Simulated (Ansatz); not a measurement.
# CHGaGe (singlet): the correlation ladder at a displaced geometry (v2), cc-pVDZ

One table from this session's results is given with a row withheld; the runs are named, their logs left out.

Computed with Ansatz 0.2.0, Gaussian basis. Level: cc-pVDZ, core rule «outside noble gas», up to 29 orbitals frozen.

Plan: UHF; CCSD(T) on RHF; BCCD(T) on RHF; CISD; CCSDT(Q) on RHF; CASSCF and MRCISD+Q, 8 electrons in 8 orbitals; CASSCF and NEVPT2, 8 electrons in 8 orbitals.

21 further runs of the same task are left out: 1 for a known fault of the program, 11 that didn't finish, 9 set aside as unsound or not needed.

## The geometry

The geometry is a PBE0/def2-TZVP stationary point (not a proven minimum) with its atoms shifted at random (size 0.100 Å). No spin-orbit coupling is included. The filled d shell of Ga, Ge may be among the frozen orbitals whatever the setting's name suggests; the logs give the count.

4 atoms, charge 0, spin multiplicity 1.

Atoms are counted from 1 here; the program's logs count them from 0.

Bond lengths: Ga1–C2 1.767 Å, Ga1–H4 1.520 Å, C2–Ge3 1.762 Å. Angles: C2–Ga1–H4 171.7°, Ga1–C2–Ge3 116.9°.

As a file:

```
Ga    0.0540    0.0557    1.5130
C    -0.1108   -0.8491    0.0036
Ge   -0.0342    0.0773   -1.4930
H     0.0489    0.6935    2.8928
```

The first run:

Input file in.yaml:

```yaml
crystal:
  periodic: [false, false, false]
  atoms:
    - {symbol: Ga, position_ang: [0.054036, 0.055663, 1.512985]}
    - {symbol: C, position_ang: [-0.110838, -0.849069, 0.003643]}
    - {symbol: Ge, position_ang: [-0.034218, 0.077338, -1.492971]}
    - {symbol: H, position_ang: [0.048891, 0.693522, 2.892826]}
basis:
  gaussian: {orbitals: cc-pVDZ}
magnetization: {spin_polarized: true, initial_magnetization: 0}
hamiltonian: {xc: hf}
output: {orbitals: {seedname: orbitals}}
```

Command:

```
ansatz run in.yaml --threads 1 --pin off --events-out ev --progress --plain --max-ram 2393MiB
```

Steps of the session up to this table: UHF; CCSD(T) on RHF; BCCD(T) on RHF; CISD; CCSDT(Q) on RHF; CASSCF and MRCISD+Q, 8 electrons in 8 orbitals; CASSCF and NEVPT2, 8 electrons in 8 orbitals.

One table of the session follows, with a row left open; its other results are not shown here.

```
           method  from RCCSDT(Q) (meV)
              RHF               +8349.2
             RMP2                +972.2
            RCCSD                +554.9
         RCCSD(T)                     ?
          BCCD(T)                 +64.1
           RCCSDT                 +55.7
        RCCSDT(Q)                     0
  CASSCF frontier               +5240.7
  NEVPT2 frontier               +1406.0
  MRCISD frontier                +593.9
MRCISD+Q frontier                 +89.8
```

Q: Estimate the row for RCCSD(T) from the others.

**Answer.** from RCCSDT(Q) (meV): +69.5. In the column «from RCCSDT(Q) (meV)» it lies between BCCD(T) (+64.1) and MRCISD+Q frontier (+89.8).

Not comparable, so not listed: CISD (they don't share determinant, frozen orbitals or solution with the rows shown, or repeat one).
